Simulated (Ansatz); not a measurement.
## H3OSn, SMILES [OH][SnH2]: an atomisation energy, step by step

With Ansatz 0.2.0, Python API.

The script reads `h3osn.xyz`:
```text
5

O     0.72520   -0.79020    0.98710
Sn    0.08550    0.29990   -0.60070
H     0.36150   -1.67140    0.76110
H    -1.55810    0.09670   -0.83770
H     0.43580    1.99130   -0.35110
```

Interactive session:
```pycon
>>> from collections import Counter
>>> import ansatz as az
>>> def total_energy(molecule, charge=0, unpaired=0):
...     calc = molecule.calculation().basis(gaussian="def2-SVPD").functional("r2scan")
...     if charge:
...         calc = calc.charge(charge)
...     if unpaired:
...         calc = calc.spin("collinear", total=unpaired)
...     report = calc.run(threads=1, backend="cpu").report
...     if report["published_state_doubts"]:
...         print("  doubts:", report["published_state_doubts"])
...     return report["free_energy_ev"]
...
>>> geometry = az.Crystal.molecule_from_extxyz("h3osn.xyz")
>>> # Hund ground states
>>> unpaired = {"O": 2, "Sn": 2, "H": 1}
>>> counts = Counter(site.symbol for site in geometry.cartesian_sites)
>>> atom_energy = {s: total_energy(az.Crystal.molecule().atom(s, (0, 0, 0)), 0, unpaired[s]) for s in counts}
>>> whole = total_energy(geometry, 0, 1)
>>> for s, e in atom_energy.items():
...     print(f"{s:2s} x{counts[s]}  {e:14.5f} eV")
...
O  x1     -2040.04875 eV
Sn x1     -5832.11368 eV
H  x3       -13.58417 eV
>>> print(f"H3OSn: {whole:.5f} eV")
H3OSn: -7925.83901 eV
>>> split = sum(counts[s] * e for s, e in atom_energy.items()) - whole
>>> print(f"atomisation energy (no zero-point term): {96.485332 * split:.1f} kJ/mol, {split / sum(counts.values()):.3f} eV an atom")
atomisation energy (no zero-point term): 1247.0 kJ/mol, 2.585 eV an atom
```

1247.0 kJ/mol from the electronic energies, without the zero-point term.

Total energies depend on the basis set; only differences at equal settings carry meaning. The geometry is a force-field or estimated start, not a minimum of this method, and the basis set is short of its limit. All parts are taken at fixed geometry, without zero-point energy. def2 sets replace the cores of elements past krypton by effective core potentials. The run takes the species as open-shell (spin multiplicity 2), which needn't be its ground state. The spin-orbit lowering of heavy atoms is left out. Finished in 7.7 s on 1 thread of Arm Neoverse V2, on a shared host, peak memory 0.22 GiB.
